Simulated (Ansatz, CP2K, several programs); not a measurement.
Energy against volume for SrTiO₃ (Pm-3m) from a database of computed structures, at fixed shape and fractional coordinates, computed by several methods (PBE and r2SCAN, where shown, with plane waves in Ansatz); the cell shown is that of r2SCAN. It is cubic, Pm-3m (No. 221); conventional cell a = 3.907 Å, 11.93 Å³ an atom. Sr has 12 O at 2.76 Å; Ti has 6 O at 1.95 Å; O has 2 Ti at 1.95 Å and 4 Sr at 2.76 Å. Spin-unpolarised throughout; all numbers are computed. Energies count from each curve's lowest point; fits are third-order Birch-Murnaghan.

```cif
data_structure
_symmetry_space_group_name_H-M 'Pm-3m'
_symmetry_Int_Tables_number 221
_cell_length_a 3.9069
_cell_length_b 3.9069
_cell_length_c 3.9069
_cell_angle_alpha 90.000
_cell_angle_beta 90.000
_cell_angle_gamma 90.000
_cell_volume 59.63
loop_
_atom_site_label
_atom_site_type_symbol
_atom_site_symmetry_multiplicity
_atom_site_Wyckoff_symbol
_atom_site_fract_x
_atom_site_fract_y
_atom_site_fract_z
_atom_site_occupancy
Sr1 Sr 1 a 0.00000 0.00000 0.00000 1
Ti1 Ti 1 b 0.50000 0.50000 0.50000 1
O1 O 3 c 0.50000 0.00000 0.50000 1
```

Task: PBE/DZVP (CP2K), on the shape of the cell shown, gives
```
V (Å³/atom)  E (meV/atom)
     10.495        172.78
     11.211         50.65
     11.926          0.00
     12.642          1.45
     13.358         42.54
```
What equilibrium volume and bulk modulus follow?

Result: V₀ = 12.25 Å³ an atom and B₀ = 175 GPa.

PBE, on the shape of its own relaxed cell:
```tsv
V (Å³/atom)	E (meV/atom)
11.467	26.12
11.833	6.19
12.199	0.00
12.565	5.61
12.931	21.04
```
V₀ = 12.20 Å³ an atom and B₀ = 170 GPa.

r2SCAN, on the shape of its own relaxed cell:

| V (Å³/atom) | E (meV/atom) |
| --- | --- |
| 11.211 | 28.41 |
| 11.569 | 6.74 |
| 11.926 | 0.00 |
| 12.284 | 5.98 |
| 12.642 | 22.79 |

V₀ = 11.93 Å³ an atom and B₀ = 189 GPa.

Task: PBE/SZV (CP2K), on the shape of the cell shown, gives

| V (Å³/atom) | E (meV/atom) |
| --- | --- |
| 10.495 | 309.66 |
| 11.211 | 130.78 |
| 11.926 | 35.03 |
| 12.642 | 0.00 |
| 13.358 | 11.06 |

What equilibrium volume and bulk modulus follow?

Result: V₀ = 12.80 Å³ an atom and B₀ = 170 GPa.

light PBE (260 eV and a coarse mesh), on the shape of the cell shown:
```csv
V (Å³/atom),E (meV/atom)
10.972,139.21
11.449,33.18
11.926,0.00
12.403,15.43
12.881,22.72
13.358,150.89
```
The points scatter about the fit by more than 0.3 meV an atom, since at so low a cutoff the number of plane waves jumps with the volume, so no fit is quoted.
